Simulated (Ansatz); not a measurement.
# Ga₂PH (singlet): the correlation ladder at a displaced geometry (v2), cc-pVDZ

How much of the correlation energy of Ga₂PH (singlet) does each wave-function method recover here?

Method: cc-pVDZ, core rule «outside noble gas», up to 33 orbitals frozen; program: Ansatz 0.2.0, Gaussian basis.

To be run: UHF; CCSD(T) on RHF; BCCD(T) on RHF; CISD; CCSDT(Q) on RHF; CASSCF and MRCISD+Q, 8 electrons in 8 orbitals; CASSCF and MRCISD+Q(relaxed), 8 electrons in 8 orbitals; CASSCF and NEVPT2, 8 electrons in 8 orbitals.

16 further runs of the same task are left out: 7 that didn't finish, 9 set aside as unsound or not needed. Runs told in other sessions of the task aren't counted.

## Step 1: The geometry

The geometry is a PBE0/def2-TZVP stationary point (not a proven minimum) with its atoms shifted at random (size 0.100 Å). No spin-orbit coupling is included. The filled d shell of Ga may be among the frozen orbitals whatever the setting's name suggests.

4 atoms, charge 0, spin multiplicity 1.

Atoms are counted from 1 here; the program's logs count them from 0.

Bond lengths: Ga1–P3 2.398 Å, Ga2–P3 2.115 Å, Ga2–H4 1.491 Å. Angles: P3–Ga2–H4 169.8°, Ga1–P3–Ga2 94.3°.

As a file:

| atom | x (Å) | y (Å) | z (Å) |
| --- | --- | --- | --- |
| Ga1 | 0.08303 | 0.26749 | 1.70599 |
| Ga2 | -0.08184 | 0.27269 | -1.60280 |
| P3 | -0.00522 | -1.25604 | -0.14334 |
| H4 | 0.07789 | 1.23184 | -2.73324 |

## Step 2: UHF

The input, in.yaml:

```yaml
crystal:
  periodic: [false, false, false]
  atoms:
    - {symbol: Ga, position_ang: [0.083034, 0.267490, 1.705991]}
    - {symbol: Ga, position_ang: [-0.081841, 0.272686, -1.602800]}
    - {symbol: P, position_ang: [-0.005220, -1.256042, -0.143341]}
    - {symbol: H, position_ang: [0.077888, 1.231843, -2.733236]}
basis:
  gaussian: {orbitals: cc-pVDZ}
magnetization: {spin_polarized: true, initial_magnetization: 0}
hamiltonian: {xc: hf}
output: {orbitals: {seedname: orbitals}}
```

The run is started by

```
> ansatz run in.yaml --threads 1 --pin off --events-out ev --progress --plain --max-ram 2393MiB
```

After this run come: CCSD(T) on RHF; BCCD(T) on RHF; CISD; CCSDT(Q) on RHF; CASSCF and MRCISD+Q, 8 electrons in 8 orbitals; CASSCF and MRCISD+Q(relaxed), 8 electrons in 8 orbitals; CASSCF and NEVPT2, 8 electrons in 8 orbitals.

Before running them: what should the planned runs give, taken together? Wanted: RCCSDT(Q) from the RHF energy; RMP2 from RCCSDT(Q); RCCSD from RCCSDT(Q); RCCSD(T) from RCCSDT(Q); MRCISD+Q frontier from RCCSDT(Q); MRCISD+Q(relaxed) frontier from RCCSDT(Q); T1 diagnostic.

**Answer**, as computed:

```
                                 quantity          value
            RCCSDT(Q) from the RHF energy     -7.2211 eV
                      RMP2 from RCCSDT(Q)  +117.2 kJ/mol
                     RCCSD from RCCSDT(Q)   +40.7 kJ/mol
                  RCCSD(T) from RCCSDT(Q)    +6.4 kJ/mol
         MRCISD+Q frontier from RCCSDT(Q)    +7.1 kJ/mol
MRCISD+Q(relaxed) frontier from RCCSDT(Q)    +5.0 kJ/mol
        levels within 1 kcal/mol (43 meV)         RCCSDT
                            T1 diagnostic          0.024
```

What this shows: RCCSD(T) lands +6.4 kJ/mol from the yardstick (0.9 % of the correlation energy). Of the multireference levels listed MRCISD+Q(relaxed) frontier comes nearest in total energy (+5.0 kJ/mol), which doesn't show that its space is the better one. These misses are within one basis, not against nature.
